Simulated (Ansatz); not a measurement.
# La3Sc3F: the cost of one run

Computed with Ansatz 0.2.0 (DFT PBE, scalar-relativistic, plane waves, PAW, unless a step's input says otherwise).

### 1 The structure to begin with

The structure is cubic, space group Pm-3m (No. 221). The conventional cell has a = 5.523 Å, b = 5.523 Å, c = 5.523 Å, α = 90.00°, β = 90.00°, γ = 90.00°. La (site symmetry 4/mmm) is surrounded by 4 Sc at 2.76 Å. Sc (site symmetry 4/mmm) has 4 La at 2.76 Å and 2 F at 2.76 Å as nearest neighbours. F (site symmetry m-3m) has 6 Sc at 2.76 Å as nearest neighbours.

Coordinates:

```cif
data_structure
_symmetry_space_group_name_H-M 'Pm-3m'
_symmetry_Int_Tables_number 221
_cell_length_a 5.5226
_cell_length_b 5.5226
_cell_length_c 5.5226
_cell_angle_alpha 90.000
_cell_angle_beta 90.000
_cell_angle_gamma 90.000
_cell_volume 168.44
loop_
_atom_site_label
_atom_site_type_symbol
_atom_site_symmetry_multiplicity
_atom_site_Wyckoff_symbol
_atom_site_fract_x
_atom_site_fract_y
_atom_site_fract_z
_atom_site_occupancy
La1 La 3 d 0.00000 0.50000 0.00000 1
Sc1 Sc 3 c 0.00000 0.50000 0.50000 1
F1 F 1 b 0.50000 0.50000 0.50000 1
```

Recipe of the guess: species swapped into a database cell of Ce3GaBr3 (Pm-3m, No. 221), with Sc on the Ce sites, F on the Ga sites and La on the Br sites. The dimensions are guesses.

### 2 The guess as it stands, on a coarse mesh

File input.yaml:

```yaml
crystal:
  lattice:
    - [5.52264257, 0.0, 0.0]
    - [0.0, 5.52264257, 0.0]
    - [0.0, 0.0, 5.52264257]
  atoms:
    - { symbol: La, position: [0.0, 0.5, 0.0] }
    - { symbol: La, position: [0.5, 0.0, 0.0] }
    - { symbol: La, position: [0.0, 0.0, 0.5] }
    - { symbol: Sc, position: [0.0, 0.5, 0.5] }
    - { symbol: Sc, position: [0.5, 0.5, 0.0] }
    - { symbol: Sc, position: [0.5, 0.0, 0.5] }
    - { symbol: F, position: [0.5, 0.5, 0.5] }
basis:
  ecutwfc: 420
kpoints:
  mp_grid: { grid: [4, 4, 4] }
hamiltonian:
  xc: pbe
scf:
  occupations: { method: gaussian, width: 0.1 }
  lower_state_search: "off"
output:
  forces: true
  stress: true
  eigenvalues: true
```

The run is started by

```bash
ansatz run input.yaml --threads 1 --pin off --max-ram 2048MiB --backend cpu --events-out ev --progress --plain --runs-dir out
```

Q: Estimate wall time and peak memory on 1 thread of Arm Neoverse V1, shared host.

About 6.4 s, with a peak of 0.44 GiB.
